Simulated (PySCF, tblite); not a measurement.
# C4H5FNOS radical: geometry, infrared bands and EPR parameters

Aim: predict the infrared bands and EPR parameters of C4H5FNOS radical (`N#CC[C@H]([S])OCF`).

Programs: tblite 0.8.0 and PySCF 2.14.0, with density-fitted response routines of our own. Each step states its level of theory. These are calculated values for one molecule in the gas phase, unless marked as measured. Atoms are numbered from 0 throughout.

**1. The molecule as given**

13 atoms, charge 0, multiplicity 2; geometry from: force field or distance geometry start.

Bonds of the start (Å): N0–C1 1.16, C1–C2 1.49, C2–C3 1.54, C3–S4 1.86, C3–O5 1.43, O5–C6 1.42, C6–F7 1.36, C2–H8 1.10, C2–H9 1.09, C3–H10 1.09, C6–H11 1.10, C6–H12 1.09.

**2. Relaxing the molecule with GFN2-xTB**

Job settings and geometry (Å):

```
{"job": {"kind": "relax", "xc": "GFN2-xTB", "basis": "xTB"}, "charge": 0, "multiplicity": 2}
N      1.418700    -0.001300    -2.874000
C      1.177300    -0.496200    -1.858700
C      0.952100    -1.182700    -0.558200
C      0.411200    -0.184100     0.484700
S      0.506800    -1.011300     2.147400
O     -0.953600     0.109900     0.156300
C     -1.479700     1.175300     0.928800
F     -2.501400     1.710000     0.214100
H      0.231700    -1.998000    -0.725900
H      1.888500    -1.631800    -0.242000
H      0.999300     0.731200     0.440100
H     -1.896400     0.805500     1.878900
H     -0.758900     1.974000     1.112100
```

On the command line:

```console
OMP_NUM_THREADS=1 python probes_run.py task.json out
```

The driver reads the jobs from task.json and runs them one after another.

**Question.** This job is followed by: GFN2-xTB harmonic vibrations, gas phase; UKS B3LYP, pcH-1 on C F H N O S, non-relativistic, mean-field spin-orbit, GIAO. Predict these results of the whole session: strongest single infrared mode (GFN2-xTB); zero-point energy (GFN2-xTB); g(iso) (B3LYP); ⟨S²⟩; largest a(iso); surface potential, 1st and 99th percentile; property runs in this session.

**Answer**, as computed:

| quantity | value |
| --- | --- |
| strongest single infrared mode (GFN2-xTB) | 2419 cm⁻¹, 176 km/mol |
| zero-point energy (GFN2-xTB) | 54.5 kcal/mol |
| g(iso) (B3LYP) | 2.11130 |
| ⟨S²⟩ | 0.753 (exact 0.75) |
| largest a(iso) | 1H on H10, 75.5 MHz |
| surface potential, 1st and 99th percentile | -1.73 V and 1.51 V |
| property runs in this session | 1, of which 0 failed and 1 gave unsound results |

In words: Over 132 steps the energy fell by 0.360 eV; of the close pairs, C1–C2 changed most, 1.488 to 1.443 Å. No mode is imaginary among the 33: a minimum at this level. The strongest single mode, at 2419 cm⁻¹, moves mainly C1 and N0. Unscaled tight-binding wavenumbers are off by several per cent, some by more. Its intensities can rank the bands wrongly. Most of the unpaired spin sits on S4 (0.98 e). The isotropic g lies 109.0 ppt above the free-electron value. These values are not to be trusted: the run shows a large g shift, which the driver flags as unsure.
